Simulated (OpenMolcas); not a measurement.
# Mo³⁺ among point charges: CASSCF and CASPT2 levels and susceptibility

How does a field of 2 point charges split the states of Mo³⁺, and what χT follows?

Program: OpenMolcas 26.06. Level of theory: state-averaged CASSCF and CASPT2, spin-orbit coupling by RASSI with atomic mean-field integrals. These are calculated values, not measurements, unless marked.

## 1. Starting point

| Quantity | Value |
| --- | --- |
| Species | Mo³⁺ (molybdenum, Z = 42, 39 electrons) |
| Basis | ANO-RCC-VTZP [7s6p4d2f1g], 68 functions |
| Scalar Hamiltonian | DKH2, point nucleus |
| Inactive shells | 1s 2s 2p 3s 3p 3d 4s 4p |
| Active space | 3 electrons in 5 orbitals (4d) |
| Some configurations of this space | 4d3 |
| Orbitals | optimised for each spin and parity, averaged over all roots |

Outer shells as boxes (Hund's rule):

4d3
```
4d [↑ ][↑ ][↑ ][  ][  ]
```

The ion sits among 2 point charges of -1 e arranged as a linear pair (D∞h), 2.07 Å from the ion.

The work runs as a chain of OpenMolcas steps in one folder; each step below is one input file. Labels, J, g values, rates, χT and fits are worked out afterwards by a script from the matrices that RASSI stores. The input lists half of the charges; inversion (Group=XYZ) makes the rest.

## 2. Basis and integrals

File a.inp:

```
&GATEWAY
Coord
1

Mo 0.0 0.0 0.0
Basis=ANO-RCC-VTZP
Group=XYZ
NoMove
AngMom=0.0 0.0 0.0
AMFI
XField
1 Angstrom 0
0.000000 0.000000 2.070000 -1.000000
&SEWARD
```

## 3. CASSCF: quartets of even parity, 10 roots

File a.inp:

```
&RASSCF
FileOrb=start.orb
Symmetry=1
Spin=4
nActEl=3 0 0
Inactive=9 9
Ras2=5 0
CIRoot=10 10 1
SDav=10
CIMx=300
Iter=120 100
PrWF=0.3
OrbListing=Nothing
MaxOrb=0
>>> COPY $Project.JobIph JOB001
```

start.orb holds the contracted functions of the basis, ordered by shell, or the orbitals of the step before.

## 4. Reference wave functions, doublets of even parity, 40 roots

File a.inp:

```
&RASSCF
FileOrb=start.orb
Symmetry=1
Spin=2
nActEl=3 0 0
Inactive=9 9
Ras2=5 0
CIRoot=40 40 1
SDav=40
CIMx=300
Iter=120 100
PrWF=0.3
OrbListing=Nothing
MaxOrb=0
>>> COPY $Project.JobIph JOB002
```

## 5. State interaction with spin-orbit coupling

File a.inp:

```
&RASSI
NrOfJobIphs=2 10 40
1 2 3 4 5 6 7 8 9 10
1 2 3 4 5 6 7 8 9 10 11 12 13 14 15 16 17 18 19 20 21 22 23 24 25 26 27
28 29 30 31 32 33 34 35 36 37 38 39 40
IphNames
JOB001
JOB002
EJob
SpinOrbit
DIPRint=1.0
SOCoupling=1000.0
Subsets=2
Property=9
'ANGMOM' 1 'ANGMOM' 2 'ANGMOM' 3 'MLTPL  1' 1 'MLTPL  1' 2 'MLTPL  1' 3
'AMFI' 1 'AMFI' 2 'AMFI' 3
SOProperty=3
'ANGMOM' 1 'ANGMOM' 2 'ANGMOM' 3
```

## 6. CASPT2: IPEA 0.25, imaginary shift 0.1 (closed shells correlated: 4s 4p)

File a.inp:

```
>>> COPY JOB001 $Project.JobIph
&CASPT2
Multistate=10 1 2 3 4 5 6 7 8 9 10
NoMult
Frozen=8 6
IPEA=0.25
Imaginary=0.1
MaxIter=60
WThr=0.0 0.3 0.05
PrWF=0.5
NoMix
>>> COPY JOB002 $Project.JobIph
&CASPT2
Multistate=40 1 2 3 4 5 6 7 8 9 10 11 12 13 14 15 16 17 18 19 20 21 22
23 24 25 26 27 28 29 30 31 32 33 34 35 36 37 38 39 40
NoMult
Frozen=8 6
IPEA=0.25
Imaginary=0.1
MaxIter=60
WThr=0.0 0.3 0.05
PrWF=0.5
NoMix
```

(Steps that only read results are left out.)

Before running it: what results should come out? Wanted: spin-free ground state; first state of the same spin within the active space; lowest level; next level.

As calculated:

| quantity | value |
| --- | --- |
| method | SS-CASPT2, IPEA 0.25, imaginary shift 0.1 (closed shells correlated: 4s 4p) |
| spin-free ground state | 4Pi, 2-fold in its orbital part |
| first state of the same spin within the active space | 4Sigma at 1780 cm⁻¹ |
| lowest level | 2-fold, g = 1.26, 1.26, 1.77 |
| next level | 516.3 cm⁻¹ |
| χT at 300 K | 0.55 cm³ K/mol |
| effective moment at 300 K | 2.11 μB |

Cost by method:

```csv
method,time of its own steps,time with the reference
A. CASSCF,9.3 s,9.3 s
"B. SS-CASPT2, IPEA 0.25, imaginary shift 0.1, +4s 4p",6 s,15 s
```

Times are of one thread on a shared host.

What this shows: The spin-free ground state (4Pi) comes to 83 % from free-ion F terms and keeps the highest spin of the shell. χT at 300 K is 0.55, against 1.88 cm³ K/mol for the spin alone, so spin-orbit coupling lowers it. CASPT2 does not keep the components of a term degenerate, and the means are used. The field of point charges can differ much from that of real complexes. This is an electrostatic model: the charges have no orbitals.
